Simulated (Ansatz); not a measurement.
# W9C8F6: the cost of one run

Program: Ansatz 0.2.0. Level of theory: DFT PBE+D3(BJ), plane waves, PAW, scalar-relativistic, no spin polarisation. These are calculated values, not measurements.

## (1) Starting point

The cell holds 23 atoms (C8F6W9): a = 5.669 Å, b = 5.669 Å, c = 19.179 Å, α = 90.00°, β = 90.00°, γ = 120.00°.

Coordinates:

```xyz
23
Lattice="5.6695 0.0000 0.0000 -2.8347 4.9099 0.0000 0.0000 0.0000 19.1793" Properties=species:S:1:pos:R:3 pbc="T T T"
W     0.0000    0.0000    1.0000
C     1.4174    0.8183    2.3931
W     0.0000    0.0000    3.7862
C     1.4174    0.8183    5.1793
W    -1.4174    2.4549    1.0000
C     0.0000    3.2733    2.3931
W    -1.4174    2.4549    3.7862
C     0.0000    3.2733    5.1793
W     2.8347    0.0000    1.0000
C     4.2521    0.8183    2.3931
W     2.8347    0.0000    3.7862
C     4.2521    0.8183    5.1793
W     1.4174    2.4549    1.0000
C     2.8347    3.2733    2.3931
W     1.4174    2.4549    3.7862
C     2.8347    3.2733    5.1793
W     2.7288    0.1071   11.2993
F     2.7288    0.1071    9.4693
F     4.4189    0.8087   11.2993
F     2.0272    1.7973   11.2993
F     1.0386   -0.5945   11.2993
F     3.4304   -1.5830   11.2993
F     2.7288    0.1071   13.1293
```

## (2) Dynamics

210 steps of 1 fs at constant energy.

Contents of input.yaml:

```yaml
crystal:
  lattice:
    - [5.66946, 0.0, 0.0]
    - [-2.83473, 4.909896, 0.0]
    - [0.0, 0.0, 19.1793]
  atoms:
    - { symbol: W, position: [0.0, 0.0, 0.0521395] }
    - { symbol: C, position: [0.3333333, 0.1666667, 0.1247751] }
    - { symbol: W, position: [0.0, 0.0, 0.1974108] }
    - { symbol: C, position: [0.3333333, 0.1666667, 0.2700464] }
    - { symbol: W, position: [0.0, 0.5, 0.0521395] }
    - { symbol: C, position: [0.3333333, 0.6666667, 0.1247751] }
    - { symbol: W, position: [0.0, 0.5, 0.1974108] }
    - { symbol: C, position: [0.3333333, 0.6666667, 0.2700464] }
    - { symbol: W, position: [0.5, 0.0, 0.0521395] }
    - { symbol: C, position: [0.8333333, 0.1666667, 0.1247751] }
    - { symbol: W, position: [0.5, 0.0, 0.1974108] }
    - { symbol: C, position: [0.8333333, 0.1666667, 0.2700464] }
    - { symbol: W, position: [0.5, 0.5, 0.0521395] }
    - { symbol: C, position: [0.8333333, 0.6666667, 0.1247751] }
    - { symbol: W, position: [0.5, 0.5, 0.1974108] }
    - { symbol: C, position: [0.8333333, 0.6666667, 0.2700464] }
    - { symbol: W, position: [0.492221, 0.0218157, 0.5891401] }
    - { symbol: F, position: [0.492221, 0.0218157, 0.4937248] }
    - { symbol: F, position: [0.861787, 0.1647179, 0.5891401] }
    - { symbol: F, position: [0.5405808, 0.3660492, 0.5891401] }
    - { symbol: F, position: [0.122655, -0.1210865, 0.5891401] }
    - { symbol: F, position: [0.4438612, -0.3224177, 0.5891401] }
    - { symbol: F, position: [0.492221, 0.0218157, 0.6845555] }
basis:
  ecutwfc: 420.0
kpoints:
  mp_grid: { grid: [4, 4, 1] }
hamiltonian:
  xc: pbe
  dispersion: d3bj
  pseudopotentials: { kind: paw, azcp: { folder: soft_1 } }
scf:
  occupations: { method: fermi_dirac, width: 0.1 }
  lower_state_search: "off"
md:
  timestep: 1
  n_steps: 210
  ensemble: nve
  initial_velocities: zero
  seed: 508700
  initial_site_velocities:
    - { site: 16, velocity: [0.0, 0.0, -0.017999] }
    - { site: 17, velocity: [0.0, 0.0, -0.017999] }
    - { site: 18, velocity: [0.0, 0.0, -0.017999] }
    - { site: 19, velocity: [0.0, 0.0, -0.017999] }
    - { site: 20, velocity: [0.0, 0.0, -0.017999] }
    - { site: 21, velocity: [0.0, 0.0, -0.017999] }
    - { site: 22, velocity: [0.0, 0.0, -0.017999] }
  constraints: [{ sites: [0, 4, 8, 12] }]
```

Command:

```console
$ ansatz run input.yaml --threads 4 --pin off --max-ram 10240MiB --backend cpu --events-out ev --progress --plain --runs-dir out
```

Q: Estimate wall time and peak memory on 4 threads of Arm Neoverse N1, shared host.

About 72 min, with a peak of 2 GiB.
